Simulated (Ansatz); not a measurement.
## Ag, space group Im-3m: a run that restarts from a saved state

Computed with Ansatz 0.2.0, Python API.

The script, `ag_restart.py`:
```python
"""A run of Ag that can be started again."""

import warnings

import ansatz as az
from ase import Atoms


def main() -> None:
    warnings.simplefilter("ignore", az.DeckWarning)

    atoms = Atoms(
        ["Ag"],
        scaled_positions=[
            [0.0, 0.0, 0.0],
        ],
        cell=[
            [-1.6557, 1.6557, 1.6557],
            [1.6557, -1.6557, 1.6557],
            [1.6557, 1.6557, -1.6557],
        ],
        pbc=True,
    )
    crystal = az.Crystal.from_ase(atoms)

    calculation = crystal.calculation()
    calculation = calculation.functional("PBEsol")
    calculation = calculation.pseudopotentials("paw").kpoints(11, 11, 11)
    calculation = calculation.occupations(az.OccupationsMethod.FERMI_DIRAC, width=0.1)
    calculation = calculation.forces()
    calculation = calculation.checkpoint(write="state")
    with az.exiting_at_sigterm():
        result = calculation.run(threads=1, pin="off", resume=True)
    print("returned:", type(result).__name__)
    print(f"F = {result.report['free_energy_ev']:.5f} eV, {result.report['n_iterations']} iterations")


if __name__ == "__main__":
    main()
```

```console
$ python ag_restart.py
returned: RunOutcome
F = -7522.18978 eV, 6 iterations
```

```console
$ python ag_restart.py
returned: CompletedStep
F = -7522.18978 eV, 6 iterations
```

What to keep in mind:
- Total energies depend on the potentials; only differences at equal settings carry meaning. A total without «per atom» is that of the cell as typed.
- For a metal this k-point mesh is coarse: on a finer one energies can move by several to tens of meV an atom and pressures by half a GPa or more, differences at one mesh by less.
- This isn't the structure that Ag takes at ambient conditions.
- It ran for 1.8 s on 1 thread of Intel(R) Xeon(R) Platinum 8488C (Sapphire Rapids) (shared host), peak memory 0.36 GiB.

(Lines on the test bed's own set-up are left out of the output.)
